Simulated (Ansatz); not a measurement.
# C2H3BrF2: one species, many methods

One table from this session's results is given with a row withheld; the runs are named, their logs left out.

Program: Ansatz 0.2.0, Gaussian basis. Level of theory: functionals in def2-TZVPP, the program's frozen cores in correlated methods. These are calculated values, not measurements.

Plan: PBE-D4, r2SCAN-D4, PBE0-D4, B3LYP-D4, ωB97X-V, ωB97M-V, B2PLYP; CCSD(T)/def2-TZVPP; MP2/def2-QZVPP; extrapolation to the limit.

### The geometry

The geometry comes from an earlier relaxation with PBE0-D4 in a triple-zeta def2 set; it is a stationary point, not always the lowest conformer.

SMILES `FC(F)CBr`, 8 atoms, charge 0, spin multiplicity 1.

Atoms are counted from 1 here; the program's logs count them from 0.

Bond lengths: F1–C2 1.351 Å, C2–F3 1.351 Å, C2–C4 1.505 Å, C2–H6 1.098 Å, C4–Br5 1.928 Å, C4–H7 1.088 Å, C4–H8 1.088 Å. Angles: F1–C2–F3 107.9°, F1–C2–C4 111.3°, F1–C2–H6 107.9°, F3–C2–C4 111.3°, F3–C2–H6 107.9°, C4–C2–H6 110.3°, C2–C4–Br5 112.7°, C2–C4–H7 109.5°, C2–C4–H8 109.5°, Br5–C4–H7 107.5°, Br5–C4–H8 107.5°, H7–C4–H8 109.9°.

The first run:

Input file in.yaml:

```yaml
crystal:
  periodic: [false, false, false]
  atoms:
    - {symbol: F, position_ang: [-1.362424, 0.778053, 0.793512]}
    - {symbol: C, position_ang: [-0.078321, 0.369504, 0.694132]}
    - {symbol: F, position_ang: [0.136878, -0.559972, 1.650952]}
    - {symbol: C, position_ang: [0.216575, -0.178137, -0.676024]}
    - {symbol: Br, position_ang: [-0.883239, -1.697149, -1.123535]}
    - {symbol: H, position_ang: [0.568073, 1.230613, 0.907625]}
    - {symbol: H, position_ang: [0.032240, 0.591530, -1.423028]}
    - {symbol: H, position_ang: [1.255116, -0.499944, -0.723533]}
basis:
  gaussian: {orbitals: def2-TZVPP}
hamiltonian: {xc: pbe, dispersion: d4}
output: {forces: true, orbitals: {seedname: orbitals}}
```

Steps of the session up to this table: PBE-D4 (GGA); r2SCAN-D4 (meta-GGA); PBE0-D4 (hybrid); B3LYP-D4 (hybrid); ωB97X-V (range-separated); ωB97M-V (range-separated); B2PLYP (double hybrid); CCSD(T) in def2-TZVPP; MP2 in def2-QZVPP.

One table of the session follows, with a row left open; its other results are not shown here.

```
            method  atomisation energy (kJ/mol)
            PBE-D4                       3039.4
         r2SCAN-D4                       2952.0
           PBE0-D4                       2955.8
          B3LYP-D4                       2917.8
           ωB97X-V                       2940.7
           ωB97M-V                       2938.8
            B2PLYP                       2897.8
     HF/def2-TZVPP                       2071.5
    MP2/def2-TZVPP                       2949.8
   CCSD/def2-TZVPP                       2804.7
CCSD(T)/def2-TZVPP                       2859.3
           MP2/CBS                            ?
       CCSD(T)/CBS                       2939.5
```

Q: Estimate the row for MP2/CBS from the others.

As computed: atomisation energy (kJ/mol): 3030.0. In the column «atomisation energy (kJ/mol)» it lies between PBE0-D4 (2955.8) and PBE-D4 (3039.4).
